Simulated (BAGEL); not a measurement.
**One shape, several levels: doublet CH6BNS+**

We compute a comparison of 4 runs (UHF/STO-3G, UHF/3-21G, ROHF/6-31G*, ROHF/def2-SVP) of doublet CH6BNS+. 

The results are computed with BAGEL 1.2.2.

## (1) Starting point

CH6BNS+ has 10 atoms, charge +1, and is taken as a doublet. As SMILES of the parent species, `CSBN`. The coordinates come from a GFN2-xTB relaxation. This is one conformer, not always the lowest. That shape belongs to the parent species and isn't relaxed for this state.

Bond lengths: C1–S2 1.826 Å, S2–B3 1.802 Å, B3–N4 1.384 Å, C1–H5 1.085 Å, C1–H6 1.085 Å, C1–H7 1.085 Å, B3–H8 1.170 Å, N4–H9 1.005 Å, N4–H10 1.006 Å. Some angles: C1–S2–B3 101.4°, S2–B3–N4 119.2°, S2–C1–H5 109.5°, S2–C1–H6 109.6°, S2–C1–H7 107.1°, S2–B3–H8 119.7°, N4–B3–H8 121.1°, B3–N4–H9 123.9°, B3–N4–H10 123.0°, H5–C1–H6 110.5°.

## (2) The energy at UHF/STO-3G (density fitting with qzvpp-jkfit) (run 1)

hf.json

```json
{ "bagel" : [

{
  "title" : "molecule",
  "basis" : "sto-3g",
  "df_basis" : "qzvpp-jkfit",
  "angstrom" : true,
  "geometry" : [
    { "atom" : "C", "xyz" : [      -1.839640,       0.604900,       0.006780 ] },
    { "atom" : "S", "xyz" : [      -0.349140,       0.373890,      -1.022440 ] },
    { "atom" : "B", "xyz" : [       0.807510,      -0.313750,       0.175930 ] },
    { "atom" : "N", "xyz" : [       2.092710,      -0.629520,      -0.229320 ] },
    { "atom" : "H", "xyz" : [      -1.624560,       1.311270,       0.802270 ] },
    { "atom" : "H", "xyz" : [      -2.147660,      -0.350330,       0.419680 ] },
    { "atom" : "H", "xyz" : [      -2.615630,       0.998800,      -0.640650 ] },
    { "atom" : "H", "xyz" : [       0.463640,      -0.486130,       1.280480 ] },
    { "atom" : "H", "xyz" : [       2.793200,      -1.016180,       0.378400 ] },
    { "atom" : "H", "xyz" : [       2.419570,      -0.492940,      -1.171130 ] }
  ]
},

{ "title" : "uhf", "charge" : 1, "nopen" : 1 },

{ "title" : "print", "file" : "orbitals.molden", "orbitals" : true }

]}
```

Run with:

```bash
BAGEL_NUM_THREADS=1 BAGEL hf.json > hf.out
```

Output:

```text
* using 1 threads per process

  ===============================================================
  ===============================================================

  *** Geometry ***

  { "atom" : "C", "xyz" : [     -3.476416,      1.143095,      0.012812 ] },
  { "atom" : "S", "xyz" : [     -0.659779,      0.706550,     -1.932132 ] },
  { "atom" : "B", "xyz" : [      1.525973,     -0.592902,      0.332460 ] },
  { "atom" : "N", "xyz" : [      3.954649,     -1.189620,     -0.433352 ] },
  { "atom" : "H", "xyz" : [     -3.069973,      2.477941,      1.516071 ] },
  { "atom" : "H", "xyz" : [     -4.058489,     -0.662028,      0.793080 ] },
  { "atom" : "H", "xyz" : [     -4.942824,      1.887458,     -1.210653 ] },
  { "atom" : "H", "xyz" : [      0.876153,     -0.918653,      2.419757 ] },
  { "atom" : "H", "xyz" : [      5.278383,     -1.920302,      0.715072 ] },
  { "atom" : "H", "xyz" : [      4.572325,     -0.931522,     -2.213115 ] },

  Number of auxiliary basis functions:      463

  Since a DF basis is specified, we compute 2- and 3-index integrals:
    o Being stored without compression. Storage requirement is 0.003 GB

  Number of basis functions:       30
  Number of electrons      :       40

    * METHOD: MOLECULE                             0.13

  *** Open-shell HF ***

  === Nuclear Repulsion ===
   148.9639386478

      * DIIS with orbital gradients will be used.

  === UHF iteration (sto-3g) ===
      0       -512.00501558          0.02175316           0.03
      1       -512.05676610          0.00639553           0.03
      2       -512.06331362          0.00268735           0.03
      3       -512.06459557          0.00096700           0.03
      4       -512.06513830          0.00020588           0.03
      5       -512.06521214          0.00005278           0.03
      6       -512.06523632          0.00002862           0.03
      7       -512.06524543          0.00003123           0.03
      8       -512.06523944          0.00003180           0.03
      9       -512.06527289          0.00001718           0.03
     10       -512.06527435          0.00000392           0.03
     11       -512.06527598          0.00000333           0.03
     12       -512.06527620          0.00000132           0.03
     13       -512.06527635          0.00000048           0.03
     14       -512.06527642          0.00000020           0.03
     15       -512.06527643          0.00000012           0.03
     16       -512.06527643          0.00000004           0.03
     17       -512.06527643          0.00000003           0.03
     18       -512.06527643          0.00000002           0.03
     19       -512.06527643          0.00000001           0.03
     20       -512.06527643          0.00000001           0.03
    * SCF iteration converged.

    * S^2 (UHF) is 0.7933

    * Permanent dipole moment:
           (   -0.181774,     0.028143,     0.113661) a.u.

    * METHOD: UHF                                  0.68

    * METHOD: PRINT                                0.00

  ===============================================================
```

Run time: 0.97 s. Hardware: 1 thread of Arm Neoverse V2, shared host.

## (3) The energy at UHF/3-21G (density fitting with qzvpp-jkfit) (run 2)

hf.json

```json
{ "bagel": [

{
  "title": "molecule",
  "basis": "3-21g",
  "df_basis": "qzvpp-jkfit",
  "angstrom": true,
  "geometry": [
    { "atom": "C", "xyz": [      -1.839640,       0.604900,       0.006780 ] },
    { "atom": "S", "xyz": [      -0.349140,       0.373890,      -1.022440 ] },
    { "atom": "B", "xyz": [       0.807510,      -0.313750,       0.175930 ] },
    { "atom": "N", "xyz": [       2.092710,      -0.629520,      -0.229320 ] },
    { "atom": "H", "xyz": [      -1.624560,       1.311270,       0.802270 ] },
    { "atom": "H", "xyz": [      -2.147660,      -0.350330,       0.419680 ] },
    { "atom": "H", "xyz": [      -2.615630,       0.998800,      -0.640650 ] },
    { "atom": "H", "xyz": [       0.463640,      -0.486130,       1.280480 ] },
    { "atom": "H", "xyz": [       2.793200,      -1.016180,       0.378400 ] },
    { "atom": "H", "xyz": [       2.419570,      -0.492940,      -1.171130 ] }
  ]
},

{
  "title": "uhf",
  "charge": 1,
  "nopen": 1
},

{
  "title": "print",
  "file": "orbitals.molden",
  "orbitals": true
}

]}
```

Run with:

```bash
BAGEL_NUM_THREADS=1 BAGEL hf.json > hf.out
```

Output:

```text
* using 1 threads per process

  ===============================================================
  ===============================================================

  *** Geometry ***

  { "atom" : "C", "xyz" : [     -3.476416,      1.143095,      0.012812 ] },
  { "atom" : "S", "xyz" : [     -0.659779,      0.706550,     -1.932132 ] },
  { "atom" : "B", "xyz" : [      1.525973,     -0.592902,      0.332460 ] },
  { "atom" : "N", "xyz" : [      3.954649,     -1.189620,     -0.433352 ] },
  { "atom" : "H", "xyz" : [     -3.069973,      2.477941,      1.516071 ] },
  { "atom" : "H", "xyz" : [     -4.058489,     -0.662028,      0.793080 ] },
  { "atom" : "H", "xyz" : [     -4.942824,      1.887458,     -1.210653 ] },
  { "atom" : "H", "xyz" : [      0.876153,     -0.918653,      2.419757 ] },
  { "atom" : "H", "xyz" : [      5.278383,     -1.920302,      0.715072 ] },
  { "atom" : "H", "xyz" : [      4.572325,     -0.931522,     -2.213115 ] },

  Number of auxiliary basis functions:      463

  Since a DF basis is specified, we compute 2- and 3-index integrals:
    o Being stored without compression. Storage requirement is 0.010 GB

  Number of basis functions:       52
  Number of electrons      :       40

    * METHOD: MOLECULE                             0.13

  *** Open-shell HF ***

  === Nuclear Repulsion ===
   148.9639386478

      * DIIS with orbital gradients will be used.

  === UHF iteration (3-21g) ===
      0       -515.04170465          0.04095342           0.05
      1       -515.13006436          0.02265662           0.05
      2       -515.14933619          0.01463379           0.05
      3       -515.15894891          0.00143257           0.05
      4       -515.15990294          0.00041134           0.05
      5       -515.16006757          0.00016304           0.05
      6       -515.16013654          0.00010579           0.05
      7       -515.16016835          0.00010655           0.05
      8       -515.16018056          0.00009708           0.05
      9       -515.16022484          0.00009331           0.05
     10       -515.16028568          0.00005924           0.05
     11       -515.16028580          0.00001943           0.05
     12       -515.16029149          0.00000760           0.05
     13       -515.16029297          0.00000303           0.05
     14       -515.16029341          0.00000110           0.05
     15       -515.16029349          0.00000053           0.05
     16       -515.16029352          0.00000030           0.05
     17       -515.16029354          0.00000011           0.05
     18       -515.16029355          0.00000009           0.05
     19       -515.16029355          0.00000004           0.05
     20       -515.16029355          0.00000003           0.05
     21       -515.16029355          0.00000002           0.05
     22       -515.16029355          0.00000001           0.05
     23       -515.16029355          0.00000001           0.05
    * SCF iteration converged.

    * S^2 (UHF) is 0.7985

    * Permanent dipole moment:
           (   -0.270791,     0.132648,    -0.185613) a.u.

    * METHOD: UHF                                  1.36

    * METHOD: PRINT                                0.00

  ===============================================================
```

Run time: 1.7 s. Hardware: 1 thread of Arm Neoverse V2, shared host.

Run 3 isn't shown in full; the table further down has it.

## (4) The energy at ROHF/def2-SVP (density fitting with qzvpp-jkfit) (run 4)

input.json

```json
{ "bagel" : [

{
  "title" : "molecule",
  "basis" : "svp",
  "df_basis" : "qzvpp-jkfit",
  "angstrom" : true,
  "geometry" : [
    { "atom" : "C", "xyz" : [   -1.839640,    0.604900,    0.006780 ] },
    { "atom" : "S", "xyz" : [   -0.349140,    0.373890,   -1.022440 ] },
    { "atom" : "B", "xyz" : [    0.807510,   -0.313750,    0.175930 ] },
    { "atom" : "N", "xyz" : [    2.092710,   -0.629520,   -0.229320 ] },
    { "atom" : "H", "xyz" : [   -1.624560,    1.311270,    0.802270 ] },
    { "atom" : "H", "xyz" : [   -2.147660,   -0.350330,    0.419680 ] },
    { "atom" : "H", "xyz" : [   -2.615630,    0.998800,   -0.640650 ] },
    { "atom" : "H", "xyz" : [    0.463640,   -0.486130,    1.280480 ] },
    { "atom" : "H", "xyz" : [    2.793200,   -1.016180,    0.378400 ] },
    { "atom" : "H", "xyz" : [    2.419570,   -0.492940,   -1.171130 ] }
  ]
},
{
  "title" : "rohf",
  "charge" : 1,
  "nopen" : 1
},
{
  "title" : "print",
  "file" : "orbitals.molden",
  "orbitals" : true
}

]}
```

Run with:

```bash
BAGEL_NUM_THREADS=1 BAGEL input.json > input.out
```

Output:

```text
* using 1 threads per process

  ===============================================================
  ===============================================================

  *** Geometry ***

  { "atom" : "C", "xyz" : [     -3.476416,      1.143095,      0.012812 ] },
  { "atom" : "S", "xyz" : [     -0.659779,      0.706550,     -1.932132 ] },
  { "atom" : "B", "xyz" : [      1.525973,     -0.592902,      0.332460 ] },
  { "atom" : "N", "xyz" : [      3.954649,     -1.189620,     -0.433352 ] },
  { "atom" : "H", "xyz" : [     -3.069973,      2.477941,      1.516071 ] },
  { "atom" : "H", "xyz" : [     -4.058489,     -0.662028,      0.793080 ] },
  { "atom" : "H", "xyz" : [     -4.942824,      1.887458,     -1.210653 ] },
  { "atom" : "H", "xyz" : [      0.876153,     -0.918653,      2.419757 ] },
  { "atom" : "H", "xyz" : [      5.278383,     -1.920302,      0.715072 ] },
  { "atom" : "H", "xyz" : [      4.572325,     -0.931522,     -2.213115 ] },

  Number of auxiliary basis functions:      463

  Since a DF basis is specified, we compute 2- and 3-index integrals:
    o Being stored without compression. Storage requirement is 0.030 GB

  Number of basis functions:       90
  Number of electrons      :       40

    * METHOD: MOLECULE                             0.18

  *** Open-shell HF ***

  === Nuclear Repulsion ===
   148.9639386478

      * DIIS with orbital gradients will be used.

  === ROHF iteration (svp) ===
      0       -517.39304583          0.03308772           0.10
      1       -517.52498566          0.02077198           0.10
      2       -517.56041682          0.01295919           0.10
      3       -517.58152887          0.00140884           0.10
      4       -517.58254143          0.00054058           0.10
      5       -517.58280247          0.00022848           0.10
      6       -517.58286718          0.00007698           0.10
      7       -517.58289682          0.00003121           0.10
      8       -517.58290262          0.00001110           0.10
      9       -517.58290391          0.00000456           0.10
     10       -517.58290381          0.00000124           0.10
     11       -517.58290409          0.00000051           0.10
     12       -517.58290403          0.00000013           0.11
     13       -517.58290405          0.00000006           0.10
     14       -517.58290406          0.00000003           0.11
     15       -517.58290406          0.00000003           0.10
     16       -517.58290406          0.00000002           0.10
     17       -517.58290406          0.00000001           0.10
    * SCF iteration converged.

    * S^2 (ROHF) is 0.7500

    * Permanent dipole moment:
           (    0.055154,    -0.003316,    -0.069830) a.u.

    * METHOD: ROHF                                 2.02

    * METHOD: PRINT                                0.01

  ===============================================================
```

It took 2.4 s on 1 thread of Arm Neoverse V2, shared host.

## (5) Overview of the runs

```csv
run,level,energy (Eh),⟨S²⟩,wall time
1,UHF/STO-3G (density fitting with qzvpp-jkfit),-512.065276,0.793,0.97 s
2,UHF/3-21G (density fitting with qzvpp-jkfit),-515.160294,0.798,1.7 s
3,"ROHF/6-31G* (density fitting with qzvpp-jkfit, spherical functions)",-517.772294,0.750,2 s
4,ROHF/def2-SVP (density fitting with qzvpp-jkfit),-517.582904,0.750,2.4 s
```

## (6) Results

```
           quantity          value
run 4: total energy  -517.58290 Eh
        run 4: ⟨S²⟩          0.750
```

What this shows: In run 1 the basis is minimal, so the values are rough. All runs together took 7 s, the longest 2.4 s.
